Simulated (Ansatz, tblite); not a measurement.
# B7H6Br (-2): isomers side by side

The task here is to estimate one member of a computed series from the others.

The runs use Ansatz 0.2.0, Gaussian basis; relaxed with r2SCAN-D4/def2-SVPD, singlet.

2 further runs of the same task are left out: 2 set aside as unsound or not needed. Runs told in other sessions of the task aren't counted.

### The system as given

14 atoms, charge -2, spin multiplicity 1.

Atoms are counted from 1 here; the program's logs count them from 0.

Bond lengths: B1–B2 1.645 Å, B1–B3 1.768 Å, B1–B6 1.804 Å, B1–B7 1.646 Å, B1–H9 1.234 Å, B2–B3 1.768 Å, B2–B5 1.646 Å, B2–B6 1.804 Å, B2–H10 1.235 Å, B3–B4 1.767 Å, B3–B5 1.768 Å, B3–B7 1.768 Å, B3–Br8 2.217 Å, B4–B5 1.646 Å, B4–B6 1.802 Å, B4–B7 1.646 Å, B4–H11 1.235 Å, B5–B6 1.803 Å and more. Angles: B2–B1–B3 62.3°, B2–B1–B6 62.9°, B2–B1–B7 108.0°, B2–B1–H9 126.0°, B3–B1–B6 76.7°, B3–B1–B7 62.2°, B3–B1–H9 141.7°, B6–B1–B7 62.8°, B6–B1–H9 141.7°, B7–B1–H9 125.9°, B1–B2–B3 62.3°, B1–B2–B5 108.0°, B1–B2–B6 62.9°, B1–B2–H10 126.0°, B3–B2–B5 62.2°, B3–B2–B6 76.6°, B3–B2–H10 141.7°, B5–B2–B6 62.8° and more.

As a file:

```xyz
14
charge -2, multiplicity 1
B    -0.7141   -1.1868    0.2150
B    -0.8778    0.2075    1.0730
B    -0.6702    0.3386   -0.6782
B     1.0832    0.5546   -0.6946
B     0.2327    1.2841    0.5112
B     0.7990   -0.4023    0.8053
B     0.4979   -0.9729   -0.8776
Br   -2.1399    1.0797   -2.1631
H    -1.3927   -2.2087    0.3531
H    -1.7016    0.4155    1.9688
H     1.9887    1.0698   -1.3572
H     0.3879    2.4418    0.9116
H     1.6188   -0.8162    1.6347
H     0.8880   -1.8048   -1.7021
```

The ion is computed in the gas phase, without counter-ions or solvent.

The isomers as started, chosen beforehand: A: [closo-1-(Br)B7H6]2-; B: [closo-2-(Br)B7H6]2-. The structure above is A.

Set-up of the first run:

in.yaml reads:

```yaml
crystal:
  periodic: [false, false, false]
  atoms:
    - {symbol: B, position_ang: [-0.714100, -1.186760, 0.214970]}
    - {symbol: B, position_ang: [-0.877820, 0.207510, 1.073020]}
    - {symbol: B, position_ang: [-0.670230, 0.338590, -0.678230]}
    - {symbol: B, position_ang: [1.083240, 0.554600, -0.694640]}
    - {symbol: B, position_ang: [0.232670, 1.284150, 0.511240]}
    - {symbol: B, position_ang: [0.799040, -0.402270, 0.805290]}
    - {symbol: B, position_ang: [0.497930, -0.972950, -0.877550]}
    - {symbol: Br, position_ang: [-2.139850, 1.079750, -2.163100]}
    - {symbol: H, position_ang: [-1.392670, -2.208730, 0.353140]}
    - {symbol: H, position_ang: [-1.701600, 0.415530, 1.968790]}
    - {symbol: H, position_ang: [1.988720, 1.069790, -1.357160]}
    - {symbol: H, position_ang: [0.387860, 2.441830, 0.911590]}
    - {symbol: H, position_ang: [1.618840, -0.816220, 1.634750]}
    - {symbol: H, position_ang: [0.887980, -1.804830, -1.702110]}
basis:
  gaussian: {orbitals: def2-SVPD}
total_charge: -2
hamiltonian: {xc: r2scan, dispersion: d4}
scf: {lower_state_search: "off"}
output: {orbitals: {seedname: orbitals}}
relax: {f_tol: 0.02, max_steps: 100}
```

The run is started by

```
$ ansatz run in.yaml --threads 4 --pin off --events-out ev --progress --plain --max-ram 4787MiB
```

Steps of the session up to this table: Relaxing candidate A; Relaxing candidate B; Candidate B, PBE0-D4/def2-TZVPD; Candidate B, PBE-D4/def2-TZVPD; Candidate B, r2SCAN-D4/def2-TZVPD; Candidate B, BHLYP-D4/def2-TZVPD; Candidate B, B2PLYP/def2-TZVPD; Candidate B, B3LYP-D4/def2-TZVPD; Candidate B, MP2/def2-SVPD; Candidate B, RPA/def2-SVPD.

One of the session's tables, all rows but one given; the rest of the session is left out.

It belongs to the step «B against A». 

```
               level  B above A (kcal/mol)
            GFN1-xTB                     ?
            GFN2-xTB                  -1.3
        HF/def2-SVPD                  -1.3
   PBE-D4/def2-TZVPD                  +0.1
r2SCAN-D4/def2-TZVPD                  +0.3
 B3LYP-D4/def2-TZVPD                  -0.5
  PBE0-D4/def2-TZVPD                   0.0
 BHLYP-D4/def2-TZVPD                  -0.7
   B2PLYP/def2-TZVPD                  -0.8
       RPA/def2-SVPD                  -0.5
       MP2/def2-SVPD                  +0.2
```

**Question.** Estimate the row for GFN1-xTB.

**Answer.** B above A (kcal/mol): -2.3. In the column «B above A (kcal/mol)» it is the lowest.

To keep in mind: Only singlets are compared; another spin may lie lower and prefer another shape. The anion's highest level is positive in at least one run, so there the basis alone may hold the extra electron.
